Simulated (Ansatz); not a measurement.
# Be2H2 (singlet): from Hartree-Fock to the top rungs at distance Be1–H3 = 1.506 Å, cc-pVDZ

The task here is to estimate one member of a computed series from the others.

Program: Ansatz 0.2.0, Gaussian basis. Level of theory: cc-pVDZ, core rule «outside noble gas», up to 2 orbitals frozen. These are calculated values, not measurements.

The runs, in order: UHF; CCSD(T) on RHF; BCCD(T) on RHF; CISD; CCSDT(Q) on RHF; CASSCF and MRCISD+Q, 2 electrons in 2 orbitals; CASSCF and NEVPT2, 2 electrons in 2 orbitals; Full CI.

45 further runs of the same task are left out: 25 for a known fault of the program, 13 that didn't finish, 7 set aside as unsound or not needed. Runs told in other sessions of the task aren't counted.

## The system

The geometry derives from a PBE0/def2-TZVP stationary point (not a proven minimum). One bond is set to the value named and the two fragments are kept rigid.

4 atoms, charge 0, spin multiplicity 1.

Atoms are counted from 1 here; the program's logs count them from 0.

Bond lengths: Be1–H3 1.506 Å, Be2–H4 1.348 Å.

Set-up of the first run:

The input, in.yaml:

```yaml
crystal:
  periodic: [false, false, false]
  atoms:
    - {symbol: Be, position_ang: [0.000000, 0.000000, 1.013110]}
    - {symbol: Be, position_ang: [0.000000, 0.000000, -1.092350]}
    - {symbol: H, position_ang: [0.000000, 0.000000, 2.519110]}
    - {symbol: H, position_ang: [0.000000, 0.000000, -2.439868]}
basis:
  gaussian: {orbitals: cc-pVDZ}
magnetization: {spin_polarized: true, initial_magnetization: 0}
hamiltonian: {xc: hf}
output: {orbitals: {seedname: orbitals}}
```

Run with:

```console
$ ansatz run in.yaml --threads 1 --pin off --events-out ev --progress --plain --max-ram 2393MiB
```

Among the steps run: UHF; CCSD(T) on RHF; BCCD(T) on RHF; CISD; CCSDT(Q) on RHF; CASSCF and MRCISD+Q, 2 electrons in 2 orbitals; CASSCF and NEVPT2, 2 electrons in 2 orbitals; Full CI.

One of the session's tables, all rows but one given; the rest of the session is left out.

```
       method  from FCI (kJ/mol)
          RHF             +285.6
         RMP2              +79.6
         CISD              +18.5
        RCCSD               +5.2
     RCCSD(T)                  ?
      BCCD(T)               +1.4
       RCCSDT               +0.2
    RCCSDT(Q)                0.0
  CASSCF pair             +246.8
  NEVPT2 pair              +77.8
  MRCISD pair              +14.1
MRCISD+Q pair               -3.2
          FCI                  0
```

**Question.** Estimate the row for RCCSD(T).

**Answer.** from FCI (kJ/mol): +1.5. In the column «from FCI (kJ/mol)» it lies between BCCD(T) (+1.4) and RCCSD (+5.2).

Limits of these values: MRCISD+Q pair falls below full CI: the +Q correction isn't variational, and the cores differ from full CI's.
